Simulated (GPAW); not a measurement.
The system is Ti3As.

```
As Ti
1.0
     5.02177    0.00000    0.00000
     0.00000    5.02177    0.00000
     0.00000    0.00000    5.02177
As Ti
2 6
Direct
  0.00000 0.00000 0.00000
  0.50000 0.50000 0.50000
  0.00000 0.50000 0.75000
  0.00000 0.50000 0.25000
  0.75000 0.00000 0.50000
  0.25000 0.00000 0.50000
  0.50000 0.75000 0.00000
  0.50000 0.25000 0.00000
```

The cell comes from a database or a generator and needn't be the stable form of this composition.

| Quantity | Value |
| --- | --- |
| Program | GPAW 26.7.0 |
| Task | relaxation of cell and atoms |
| Functional | PBEsol |
| Potentials or basis | PAW data sets generated in the run's folder for this functional |
| Cutoff | 600 eV |
| Basis | pw |
| k mesh | 4 × 4 × 4 |
| Occupations | fermi-dirac, width 0.05 eV |
| Spin | no spin polarisation |

At the start: pressure -5.0 GPa; volume 15.83 Å³/atom.

Question: How do energy, volume and symmetry change on relaxing?

Answer: Over 4 steps the energy falls by 6.9 meV/atom and the volume is 15.23 Å³/atom (-3.8 %); space group Pm-3n (No. 223, to 0.05 Å).

Step by step:
```tsv
step	energy change (eV)	largest force (eV/Å)	pressure (GPa)	volume (Å³)
1	0.0000	0.0000	-5.01	126.64
2	-0.0090	0.0000	-4.69	126.30
3	-0.0548	0.0000	0.22	121.62
4	-0.0551	0.0000	-0.01	121.82
```

Final structure:
```xyz
8
Lattice="4.9572 0.0000 0.0000 0.0000 4.9572 0.0000 0.0000 0.0000 4.9572" Properties=species:S:1:pos:R:3 pbc="T T T"
As    0.0000    0.0000    0.0000
As    2.4786    2.4786    2.4786
Ti    0.0000    2.4786    3.7179
Ti    0.0000    2.4786    1.2393
Ti    3.7179    0.0000    2.4786
Ti    1.2393    0.0000    2.4786
Ti    2.4786    3.7179    0.0000
Ti    2.4786    1.2393    0.0000
```

Caveat: later steps reuse the first step's grids.
